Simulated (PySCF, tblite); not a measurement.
# C₅H₁₁NOSi₂: geometry, infrared bands and NMR shifts

Aim: predict the infrared bands and NMR shifts of C₅H₁₁NOSi₂ (`CC[Si@@H]1CC[Si@@H](C#N)O1`).

Computed with tblite 0.8.0 and PySCF 2.14.0, with density-fitted response routines of our own, on a single molecule in the gas phase. Atoms are numbered from 0 throughout.

### 1 The molecule as given

20 atoms, charge 0, multiplicity 1; geometry from: force field or distance geometry start.

Bonds of the start (Å): C0–C1 1.53, C1–Si2 1.87, Si2–C3 1.93, C3–C4 1.56, C4–Si5 1.96, Si5–C6 1.88, C6–N7 1.17, Si5–O8 1.71, O8–Si2 1.71, C0–H9 1.09, C0–H10 1.09, C0–H11 1.11, C1–H12 1.09, C1–H13 1.09, Si2–H14 1.49, C3–H15 1.08, C3–H16 1.10, C4–H17 1.10, C4–H18 1.09, Si5–H19 1.49.

### 2 Optimising the geometry with GFN2-xTB

What the job is given:

```
{"job": {"kind": "relax", "xc": "GFN2-xTB", "basis": "xTB"}, "charge": 0, "multiplicity": 1}
C     -2.567100     0.062100     0.918800
C     -2.253200     0.665200    -0.453100
Si    -0.441800     0.638500    -0.933800
C      0.265100    -1.158800    -1.044300
C      1.762100    -1.104000    -0.614600
Si     1.945700     0.337400     0.703200
C      3.623000     1.179400     0.547300
N      4.671500     1.682200     0.451200
O      0.603700     1.286900     0.247200
H     -2.302800    -0.994300     0.977700
H     -2.054600     0.591200     1.722200
H     -3.654500     0.136200     1.116000
H     -2.604100     1.700500    -0.448600
H     -2.822600     0.126600    -1.209100
H     -0.206300     1.341200    -2.221600
H      0.137900    -1.585000    -2.025700
H     -0.290100    -1.780400    -0.319000
H      2.381200    -0.832400    -1.483500
H      2.116600    -2.050100    -0.208100
H      1.685100    -0.231500     2.057600
```

Launch:

```sh
$ OMP_NUM_THREADS=1 python probes_run.py task.json out
```

The driver reads the jobs from task.json and runs them one after another.

**Question.** This job is followed by: GFN2-xTB harmonic vibrations, gas phase; GIAO PBE0/pcSseg-1 NMR shielding, non-relativistic, gas phase. What will the session give for the following? strongest single infrared mode (GFN2-xTB); zero-point energy (GFN2-xTB); ¹³C shifts against TMS (PBE0/pcSseg-1); ¹H shifts against TMS (PBE0/pcSseg-1, means over atoms taken as alike); ²⁹Si shifts against TMS (PBE0/pcSseg-1); ¹⁵N shifts against NH3 (PBE0/pcSseg-1); ¹⁷O shifts against H2O (PBE0/pcSseg-1).

As calculated:

| quantity | value |
| --- | --- |
| strongest single infrared mode (GFN2-xTB) | 920 cm⁻¹, 491 km/mol |
| zero-point energy (GFN2-xTB) | 94.5 kcal/mol |
| ¹³C shifts against TMS (PBE0/pcSseg-1) | 125.9, 12.5, 9.8, 7.4, 7.3 ppm |
| ¹H shifts against TMS (PBE0/pcSseg-1, means over atoms taken as alike) | 5.21, 5.05, 1.37, 1.35, 1.19, 1.08, 1.05, 0.95, 0.44 ppm |
| ²⁹Si shifts against TMS (PBE0/pcSseg-1) | 18.2, -22.6 ppm |
| ¹⁵N shifts against NH3 (PBE0/pcSseg-1) | 358.4 ppm |
| ¹⁷O shifts against H2O (PBE0/pcSseg-1) | 56.3 ppm |

What this shows: Relaxing lowered the energy by 0.334 eV in 64 steps; the close pair that moved most is Si5–O8, from 1.706 to 1.631 Å. All 54 modes are real, so the xTB geometry is a minimum. The strongest single mode, at 920 cm⁻¹, moves mainly O8. GFN2-xTB is a fitted tight-binding method: band positions and strengths are rough. Its intensities can rank the bands wrongly. C6 (nitrile carbon) lies farthest downfield among carbon, at 125.9 ppm; C≡N carbons fall here, among the sp2 signals but without a proton. At PBE0/pcSseg-1: The widest tensor belongs to N7: span 581 ppm, with a paramagnetic part of -428 ppm.
